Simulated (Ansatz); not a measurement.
**C3H11NSi: one species, many methods**

One table from this session's results is given with a row withheld; the runs are named, their logs left out.

Computed with Ansatz 0.2.0, Gaussian basis. Level: functionals in def2-TZVPP, the program's frozen cores in correlated methods.

Plan: LDA (SPW92), PBE-D4, revPBE-D4, BLYP-D4, r2SCAN-D4, B97M-V, PBE0-D4, B3LYP-D4, r2SCANh-D4, r2SCAN0-D4, HSE06-D4, BHLYP-D4, CAM-B3LYP-D4, LC-ωPBE, ωB97X-V, ωB97M-V, B2PLYP, PBE-QIDH; CCSD(T)/def2-SVP; CCSD(T)/def2-TZVPP; MP2/def2-QZVPP; extrapolation to the limit; RPA on PBE.

### The geometry

An earlier PBE0-D4 in a triple-zeta def2 set relaxation fixed the geometry.

SMILES `CCN(C)[SiH3]`, 16 atoms, charge 0, spin multiplicity 1.

Atoms are counted from 1 here; the program's logs count them from 0.

Bond lengths: C1–C2 1.522 Å, C1–H6 1.092 Å, C1–H7 1.093 Å, C1–H8 1.093 Å, C2–N3 1.448 Å, C2–H9 1.095 Å, C2–H10 1.099 Å, N3–C4 1.443 Å, N3–Si5 1.716 Å, C4–H11 1.099 Å, C4–H12 1.097 Å, C4–H13 1.093 Å, Si5–H14 1.487 Å, Si5–H15 1.488 Å, Si5–H16 1.497 Å. Angles: C2–C1–H6 111.6°, C2–C1–H7 110.9°, C2–C1–H8 110.6°, H6–C1–H7 108.0°, H6–C1–H8 107.6°, H7–C1–H8 108.1°, C1–C2–N3 115.0°, C1–C2–H9 109.3°, C1–C2–H10 109.3°, N3–C2–H9 108.2°, N3–C2–H10 108.4°, H9–C2–H10 106.3°, C2–N3–C4 115.2°, C2–N3–Si5 121.3°, C4–N3–Si5 120.9°, N3–C4–H11 113.7°, N3–C4–H12 110.2°, N3–C4–H13 110.1° and more.

The first run:

Contents of in.yaml:

```yaml
crystal:
  periodic: [false, false, false]
  atoms:
    - {symbol: C, position_ang: [0.242641, -1.648299, -0.958131]}
    - {symbol: C, position_ang: [0.940344, -0.636591, -0.059822]}
    - {symbol: N, position_ang: [0.147821, 0.526552, 0.281419]}
    - {symbol: C, position_ang: [-0.095071, 1.445131, -0.805046]}
    - {symbol: Si, position_ang: [-0.817526, 0.563927, 1.700177]}
    - {symbol: H, position_ang: [-0.041930, -1.205929, -1.915553]}
    - {symbol: H, position_ang: [-0.662926, -2.033356, -0.482290]}
    - {symbol: H, position_ang: [0.902188, -2.494220, -1.168202]}
    - {symbol: H, position_ang: [1.245071, -1.128017, 0.869844]}
    - {symbol: H, position_ang: [1.865361, -0.295617, -0.545993]}
    - {symbol: H, position_ang: [-0.761215, 1.044972, -1.581807]}
    - {symbol: H, position_ang: [0.851429, 1.718276, -1.288371]}
    - {symbol: H, position_ang: [-0.548646, 2.364104, -0.425973]}
    - {symbol: H, position_ang: [-0.071373, -0.142884, 2.775258]}
    - {symbol: H, position_ang: [-1.058687, 1.987896, 2.056967]}
    - {symbol: H, position_ang: [-2.160278, -0.088650, 1.591824]}
basis:
  gaussian: {orbitals: def2-TZVPP}
hamiltonian: {xc: lda}
output: {orbitals: {seedname: orbitals}}
```

Launch:

```console
> ansatz run in.yaml --threads 4 --pin off --events-out ev --progress --plain --max-ram 11315MiB
```

Among the steps run: LDA; PBE-D4 (GGA); revPBE-D4 (GGA); BLYP-D4 (GGA); r2SCAN-D4 (meta-GGA); B97M-V (meta-GGA); B3LYP-D4 (hybrid); r2SCANh-D4 (hybrid); r2SCAN0-D4 (hybrid); HSE06-D4 (hybrid); BHLYP-D4 (hybrid); CAM-B3LYP-D4 (range-separated); LC-ωPBE (range-separated); ωB97X-V (range-separated); ωB97M-V (range-separated); B2PLYP (double hybrid); PBE-QIDH (double hybrid).

One of the session's tables, all rows but one given; the rest of the session is left out.

It belongs to the step «Orbital energies across the functionals». 

```
  functional  HOMO (eV)  LUMO (eV)  gap (eV)
 LDA (SPW92)      -5.15      -0.47      4.68
      PBE-D4      -5.06      -0.20      4.86
   revPBE-D4      -5.01      -0.07      4.95
     BLYP-D4      -4.95      -0.07      4.87
   r2SCAN-D4      -5.29       0.25      5.54
      B97M-V      -5.50      -0.09      5.41
     PBE0-D4      -6.35       0.65      6.99
    B3LYP-D4      -6.14       0.42      6.56
  r2SCANh-D4      -5.77       0.53      6.30
  r2SCAN0-D4      -6.51       0.93      7.44
    HSE06-D4      -5.95       0.27      6.22
    BHLYP-D4      -7.59       1.44      9.03
CAM-B3LYP-D4          ?          ?         ?
     LC-ωPBE      -9.03       2.78     11.81
     ωB97X-V      -8.71       2.60     11.31
     ωB97M-V      -8.64       2.25     10.89
```

Q: Estimate the row for CAM-B3LYP-D4 from the others.

**Answer.** HOMO (eV): -7.71; LUMO (eV): 1.57; gap (eV): 9.28. In the column «HOMO (eV)» it lies between ωB97M-V (-8.64) and BHLYP-D4 (-7.59).
